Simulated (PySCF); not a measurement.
# Pb⁶⁴⁺, Pb⁶⁵⁺, Pb⁶⁶⁺: ionisation energies in even-tempered 17s12p4d4f, part 2 of 2

Each state of lead is computed at each level; their differences give the ionisation energy. How far do the methods differ?

PySCF 2.14.0; even-tempered 17s12p4d4f, the spin-free X2C one-electron Hamiltonian (Gaussian nucleus). The scripts are equivalent inputs of a driver's runs. Earlier steps stand in the parts before.

## (4) Pb⁶⁶⁺

Level: UHF.

input.py

```python
from pyscf import gto, scf, dft, mp, cc
mol = gto.M(atom="Pb 0 0 0", charge=66, spin=2, symmetry="D2h",
            basis=gto.etbs([(0, 17, 19, 2.5), (1, 12, 25, 2.5), (2, 4, 100, 2.7), (3, 4, 150, 2.7)]),
            nucmod="G")
mf = scf.UHF(mol).sfx2c1e()
mf.irrep_nelec = {'Ag': (3, 3), 'B1u': (2, 1), 'B2u': (2, 2), 'B3u': (2, 1)}
mf.kernel()
```

What it wrote:

```text
damping factor = 0
level_shift factor = 0
DIIS = <class 'pyscf.scf.diis.CDIIS'>
diis_start_cycle = 1
diis_space = 10
diis_damp = 0
SCF conv_tol = 1e-09
SCF conv_tol_grad = None
number electrons alpha = 9  beta = 7
cycle= 1 E= -15764.0242024196  delta_E= -0.00783  |g|= 0.0681  |ddm|= 0.0196
cycle= 2 E= -15764.0242698076  delta_E= -6.74e-05  |g|= 0.00705  |ddm|= 0.0019
cycle= 3 E= -15764.0242705492  delta_E= -7.42e-07  |g|= 3.73e-05  |ddm|= 0.000219
cycle= 4 E= -15764.0242705492  delta_E= 2.18e-11  |g|= 7.62e-07  |ddm|= 7.26e-07
converged SCF energy = -15764.0242705492  <S^2> = 2.0002131  2S+1 = 3.0001421
```

CPU time 3 s on a shared host, the integrals not counted.

The occupied shells:

```tsv
shell	electrons	mean orbital energy (eV)	spread (eV)	rms radius (bohr)
1s α	1	-94050.4	0	0.0181
1s β	1	-94032.4	0	0.0181
2s α	1	-21312.3	0	0.0721
2s β	1	-21301.2	0	0.0721
2p α	3	-19133.3	12.568	0.0663
2p β	3	-19111.7	11.052	0.0663
3s α	1	-8500.6	0	0.174
3s β	1	-8436.0	0	0.174
3p α	3	-7842.1	18.527	0.174
3p β	1	-7812.3	0	0.174
```

⟨S²⟩ = 2.000, ⟨L²⟩ = 2.00.

Spin-orbit constants on these orbitals (cm⁻¹; bare nucleus, screened nucleus, mean field): 3p 2919000, 2848000, 2830000. To first order in LS coupling the lowest level has J = 2 and lies 175 eV below the centre of the term.

Spin-orbit coupling is strong in this species (close to jj coupling), so the high-spin LS determinant is a model state, not a physical level.

Level: LDA.

input.py, as changed from the run before:

```diff
@@ -4,3 +4,3 @@
             nucmod="G")
-mf = scf.UHF(mol).sfx2c1e()
+mf = dft.UKS(mol, xc="LDA,VWN").sfx2c1e()
 mf.irrep_nelec = {'Ag': (3, 3), 'B1u': (2, 1), 'B2u': (2, 2), 'B3u': (2, 1)}
```

What it wrote:

```text
damping factor = 0
level_shift factor = 0
DIIS = <class 'pyscf.scf.diis.CDIIS'>
diis_start_cycle = 1
diis_space = 10
diis_damp = 0
SCF conv_tol = 1e-09
SCF conv_tol_grad = None
number electrons alpha = 9  beta = 7
XC functionals = LDA,VWN
    P. A. M. Dirac.,  Math. Proc. Cambridge Philos. Soc. 26, 376 (1930)
    F. Bloch.,  Z. Phys. 57, 545 (1929)
    S. H. Vosko, L. Wilk, and M. Nusair.,  Can. J. Phys. 58, 1200 (1980)
cycle= 1 E= -15753.4638459606  delta_E= -0.0272  |g|= 0.0848  |ddm|= 0.0259
cycle= 2 E= -15753.4638529153  delta_E= -6.95e-06  |g|= 0.00402  |ddm|= 0.0005
cycle= 3 E= -15753.4638529374  delta_E= -2.21e-08  |g|= 7.58e-05  |ddm|= 2.95e-05
cycle= 4 E= -15753.4638529374  delta_E= 1.82e-12  |g|= 6.11e-07  |ddm|= 7.88e-07
converged SCF energy = -15753.4638529374  <S^2> = 2.0000363  2S+1 = 3.0000242
```

It used 0.4 s of CPU time after the integrals (shared host).

Level: PBE.

input.py, as changed from the run before:

```diff
@@ -4,3 +4,3 @@
             nucmod="G")
-mf = dft.UKS(mol, xc="LDA,VWN").sfx2c1e()
+mf = dft.UKS(mol, xc="PBE").sfx2c1e()
 mf.irrep_nelec = {'Ag': (3, 3), 'B1u': (2, 1), 'B2u': (2, 2), 'B3u': (2, 1)}
```

What it wrote:

```text
damping factor = 0
level_shift factor = 0
DIIS = <class 'pyscf.scf.diis.CDIIS'>
diis_start_cycle = 1
diis_space = 10
diis_damp = 0
SCF conv_tol = 1e-09
SCF conv_tol_grad = None
number electrons alpha = 9  beta = 7
XC functionals = PBE
    J. P. Perdew, K. Burke, and M. Ernzerhof.,  Phys. Rev. Lett. 77, 3865 (1996)
    J. P. Perdew, K. Burke, and M. Ernzerhof.,  Phys. Rev. Lett. 78, 1396 (1997)
    J. P. Perdew, K. Burke, and M. Ernzerhof.,  Phys. Rev. Lett. 77, 3865 (1996)
    J. P. Perdew, K. Burke, and M. Ernzerhof.,  Phys. Rev. Lett. 78, 1396 (1997)
cycle= 1 E= -15766.4445994182  delta_E= -0.0223  |g|= 0.0293  |ddm|= 0.0197
cycle= 2 E= -15766.4446013267  delta_E= -1.91e-06  |g|= 0.000484  |ddm|= 0.000381
cycle= 3 E= -15766.4446013276  delta_E= -8.42e-10  |g|= 1.1e-05  |ddm|= 6.49e-06
converged SCF energy = -15766.4446013276  <S^2> = 2.000064  2S+1 = 3.0000427
```

It used 0.42 s of CPU time after the integrals (shared host).

Level: PBE0.

input.py, as changed from the run before:

```diff
@@ -4,3 +4,3 @@
             nucmod="G")
-mf = dft.UKS(mol, xc="PBE").sfx2c1e()
+mf = dft.UKS(mol, xc="PBE0").sfx2c1e()
 mf.irrep_nelec = {'Ag': (3, 3), 'B1u': (2, 1), 'B2u': (2, 2), 'B3u': (2, 1)}
```

What it wrote:

```text
damping factor = 0
level_shift factor = 0
DIIS = <class 'pyscf.scf.diis.CDIIS'>
diis_start_cycle = 1
diis_space = 10
diis_damp = 0
SCF conv_tol = 1e-09
SCF conv_tol_grad = None
number electrons alpha = 9  beta = 7
XC functionals = PBE0
    C. Adamo and V. Barone.,  J. Chem. Phys. 110, 6158 (1999)
    M. Ernzerhof and G. E. Scuseria.,  J. Chem. Phys. 110, 5029 (1999)
cycle= 1 E= -15766.0160538476  delta_E= -0.0147  |g|= 0.0298  |ddm|= 0.0179
cycle= 2 E= -15766.0160592785  delta_E= -5.43e-06  |g|= 0.000947  |ddm|= 0.000585
cycle= 3 E= -15766.0160592879  delta_E= -9.38e-09  |g|= 2.13e-05  |ddm|= 2.41e-05
cycle= 4 E= -15766.0160592879  delta_E= 3.64e-12  |g|= 9.64e-08  |ddm|= 5.53e-07
converged SCF energy = -15766.0160592879  <S^2> = 2.0000924  2S+1 = 3.0000616
```

CPU time 1.1 s on a shared host, the integrals not counted.

Level: r2SCAN.

input.py, as changed from the run before:

```diff
@@ -4,3 +4,3 @@
             nucmod="G")
-mf = dft.UKS(mol, xc="PBE0").sfx2c1e()
+mf = dft.UKS(mol, xc="R2SCAN").sfx2c1e()
 mf.irrep_nelec = {'Ag': (3, 3), 'B1u': (2, 1), 'B2u': (2, 2), 'B3u': (2, 1)}
```

What it wrote:

```text
damping factor = 0
level_shift factor = 0
DIIS = <class 'pyscf.scf.diis.CDIIS'>
diis_start_cycle = 1
diis_space = 10
diis_damp = 0
SCF conv_tol = 1e-09
SCF conv_tol_grad = None
number electrons alpha = 9  beta = 7
XC functionals = R2SCAN
    J. W. Furness, A. D. Kaplan, J. Ning, J. P. Perdew, and J. Sun.,  J. Phys. Chem. Lett. 11, 8208-8215 (2020)
    J. W. Furness, A. D. Kaplan, J. Ning, J. P. Perdew, and J. Sun.,  J. Phys. Chem. Lett. 11, 9248-9248 (2020)
    J. W. Furness, A. D. Kaplan, J. Ning, J. P. Perdew, and J. Sun.,  J. Phys. Chem. Lett. 11, 8208-8215 (2020)
    J. W. Furness, A. D. Kaplan, J. Ning, J. P. Perdew, and J. Sun.,  J. Phys. Chem. Lett. 11, 9248-9248 (2020)
cycle= 1 E= -15766.1682931609  delta_E= -0.0149  |g|= 0.0359  |ddm|= 0.0223
cycle= 2 E= -15766.1682977693  delta_E= -4.61e-06  |g|= 0.000944  |ddm|= 0.000514
cycle= 3 E= -15766.168297774  delta_E= -4.65e-09  |g|= 2.65e-05  |ddm|= 1.63e-05
cycle= 4 E= -15766.168297774  delta_E=    0  |g|= 8.34e-07  |ddm|= 3.57e-07
converged SCF energy = -15766.168297774  <S^2> = 2.0001388  2S+1 = 3.0000925
```

It used 1.3 s of CPU time after the integrals (shared host).

Level: PBEsol.

input.py, as changed from the run before:

```diff
@@ -4,3 +4,3 @@
             nucmod="G")
-mf = dft.UKS(mol, xc="R2SCAN").sfx2c1e()
+mf = dft.UKS(mol, xc="PBEsol").sfx2c1e()
 mf.irrep_nelec = {'Ag': (3, 3), 'B1u': (2, 1), 'B2u': (2, 2), 'B3u': (2, 1)}
```

What it wrote:

```text
damping factor = 0
level_shift factor = 0
DIIS = <class 'pyscf.scf.diis.CDIIS'>
diis_start_cycle = 1
diis_space = 10
diis_damp = 0
SCF conv_tol = 1e-09
SCF conv_tol_grad = None
number electrons alpha = 9  beta = 7
XC functionals = PBEsol
    J. P. Perdew, A. Ruzsinszky, G. I. Csonka, O. A. Vydrov, G. E. Scuseria, L. A. Constantin, X. Zhou, and K. Burke.,  Phys. Rev. Lett. 100, 136406 (2008)
    J. P. Perdew, A. Ruzsinszky, G. I. Csonka, O. A. Vydrov, G. E. Scuseria, L. A. Constantin, X. Zhou, and K. Burke.,  Phys. Rev. Lett. 100, 136406 (2008)
cycle= 1 E= -15760.8552085541  delta_E= -0.0217  |g|= 0.0386  |ddm|= 0.0213
cycle= 2 E= -15760.8552112162  delta_E= -2.66e-06  |g|= 0.00171  |ddm|= 0.000372
cycle= 3 E= -15760.8552112205  delta_E= -4.24e-09  |g|= 4.25e-05  |ddm|= 1.28e-05
cycle= 4 E= -15760.8552112205  delta_E= -3.64e-12  |g|= 8.67e-07  |ddm|= 4.57e-07
converged SCF energy = -15760.8552112205  <S^2> = 2.0000556  2S+1 = 3.0000371
```

It used 0.52 s of CPU time after the integrals (shared host).

Level: B3LYP.

input.py, as changed from the run before:

```diff
@@ -4,3 +4,3 @@
             nucmod="G")
-mf = dft.UKS(mol, xc="PBEsol").sfx2c1e()
+mf = dft.UKS(mol, xc="B3LYP").sfx2c1e()
 mf.irrep_nelec = {'Ag': (3, 3), 'B1u': (2, 1), 'B2u': (2, 2), 'B3u': (2, 1)}
```

What it wrote:

```text
damping factor = 0
level_shift factor = 0
DIIS = <class 'pyscf.scf.diis.CDIIS'>
diis_start_cycle = 1
diis_space = 10
diis_damp = 0
SCF conv_tol = 1e-09
SCF conv_tol_grad = None
number electrons alpha = 9  beta = 7
XC functionals = B3LYP
    P. J. Stephens, F. J. Devlin, C. F. Chabalowski, and M. J. Frisch.,  J. Phys. Chem. 98, 11623 (1994)
cycle= 1 E= -15766.2087549169  delta_E= -0.0165  |g|= 0.0273  |ddm|= 0.0185
cycle= 2 E= -15766.208758851  delta_E= -3.93e-06  |g|= 0.00077  |ddm|= 0.000515
cycle= 3 E= -15766.2087588563  delta_E= -5.28e-09  |g|= 2.37e-05  |ddm|= 1.79e-05
cycle= 4 E= -15766.2087588563  delta_E= 1.09e-11  |g|= 9.36e-07  |ddm|= 4.66e-07
converged SCF energy = -15766.2087588563  <S^2> = 2.0000805  2S+1 = 3.0000536
```

CPU time 1.1 s on a shared host, the integrals not counted.

Level: MP2 (outer shells).

input.py, as changed from the run before:

```diff
@@ -4,4 +4,5 @@
             nucmod="G")
-mf = dft.UKS(mol, xc="B3LYP").sfx2c1e()
+mf = scf.UHF(mol).sfx2c1e()
 mf.irrep_nelec = {'Ag': (3, 3), 'B1u': (2, 1), 'B2u': (2, 2), 'B3u': (2, 1)}
 mf.kernel()
+mp.UMP2(mf, frozen=1).kernel()
```

No log was kept for this step.

CPU time 0.95 s on a shared host, the integrals not counted.

With 14 electrons correlated, the MP2 correlation energy is -0.62480 hartree (-0.17191 same spin, -0.45289 opposite spin); the SCS form gives -0.60077. Largest pairs of shells: 2p-2p -0.2052, 2p-3p -0.0971, 3s-3p -0.0872, 3p-3p -0.0847, 2s-2p -0.0629.

## (5) How the shells move

Highest occupied Hartree-Fock shell of each state: Pb⁶⁴⁺ 3p at -7543.2 eV; Pb⁶⁵⁺ 3p β at -7677.3 eV; Pb⁶⁶⁺ 3p β at -7812.3 eV.

## (6) The energy differences

Ionisation energy: Pb⁶⁴⁺ [Ar] (1S) → Pb⁶⁵⁺ [Ne] 3s2 3p5 (2P).

```tsv
method	value (eV)	less the reference (eV)	CPU time, both states (s)
UHF	7541.8	+6.1	5.8
LDA	7541.7	+6.0	0.86
PBE	7542.8	+7.2	1.1
PBE0	7543.1	+7.5	2
r2SCAN	7544.5	+8.8	2.6
PBEsol	7541.9	+6.2	1.1
B3LYP	7543.3	+7.6	2.3
MP2 (outer shells)	7543.0	+7.3	7.6
SCS-MP2 (outer shells)	7542.8	+7.1	7.6
```

Reference: 7362 ± 24 eV (theoretical estimate listed by NIST; NIST Atomic Spectra Database, ionization energies). A first-order spin-orbit estimate (lowest level to lowest level, LS coupling) adds -173.7 eV; the last energy column includes it. For this ion Breit and QED terms and the two-electron picture change, all absent here, are large against electron correlation.

Ionisation energy: Pb⁶⁵⁺ [Ne] 3s2 3p5 (2P) → Pb⁶⁶⁺ [Ne] 3s2 3p4 (3P).

```tsv
method	value (eV)	less the reference (eV)	CPU time, both states (s)
UHF	7676.0	+176.0	5.9
LDA	7677.6	+177.6	0.8
PBE	7678.9	+178.9	0.94
PBE0	7678.7	+178.7	2.2
r2SCAN	7679.5	+179.5	2.6
PBEsol	7677.8	+177.8	1
B3LYP	7679.2	+179.2	2.3
MP2 (outer shells)	7677.3	+177.3	7.7
SCS-MP2 (outer shells)	7677.2	+177.2	7.7
```

Reference: 7500 ± 30 eV (theoretical estimate listed by NIST; NIST Atomic Spectra Database, ionization energies). Spin-orbit coupling is strong in these open shells (close to jj coupling). The scalar numbers leave it out, so it can dominate the gap to the real levels. For this ion Breit and QED terms and the two-electron picture change, all absent here, are large against electron correlation.

Ionisation energy: Pb⁶⁶⁺ [Ne] 3s2 3p4 (3P) → Pb⁶⁷⁺ [Ne] 3s2 3p3 (4S).

```tsv
method	value (eV)	less the reference (eV)
UHF	7811.2	+161.2
LDA	7813.6	+163.6
PBE	7815.6	+165.6
PBE0	7815.0	+165.0
r2SCAN	7814.7	+164.7
PBEsol	7814.0	+164.0
B3LYP	7815.7	+165.7
MP2 (outer shells)	7812.5	+162.5
SCS-MP2 (outer shells)	7812.5	+162.5
```

Reference: 7650 ± 40 eV (theoretical estimate listed by NIST; NIST Atomic Spectra Database, ionization energies). Spin-orbit coupling is strong in these open shells (close to jj coupling). The scalar numbers leave it out, so it can dominate the gap to the real levels. The tabulated ground level of one species does not belong to the high-spin term computed here, so part of the gap to the reference is the choice of state. For this ion Breit and QED terms and the two-electron picture change, all absent here, are large against electron correlation.

The differences also use runs on Pb⁶⁷⁺ [Ne] 3s2 3p3 (4S), which are not shown here. Times are CPU seconds on a shared host without the integrals; correlated rows include their Hartree-Fock run, whose time holds the symmetry-adapted start and any spin-orbit constants, while functionals begin from orbitals already made.

## (7) Summary of results

This closing draws on all 2 parts.

| quantity | value |
| --- | --- |
| ionisation energy, Pb⁶⁴⁺ | UHF 7541.8, MP2 (outer shells) 7543.0 eV; reference 7362 ± 24 |
| ionisation energy, Pb⁶⁵⁺ | UHF 7676.0, MP2 (outer shells) 7677.3 eV; reference 7500 ± 30 |
| ionisation energy, Pb⁶⁶⁺ | UHF 7811.2, MP2 (outer shells) 7812.5 eV; reference 7650 ± 40 |

In words: For the first difference the methods span 2.808 eV, from LDA (7541.7) to r2SCAN (7544.5). The reference is uncertain or not like for like (spin-orbit coupling or other relativistic terms), so no ranking of close methods is drawn. All values hold for this basis alone; no basis-set limit was taken.
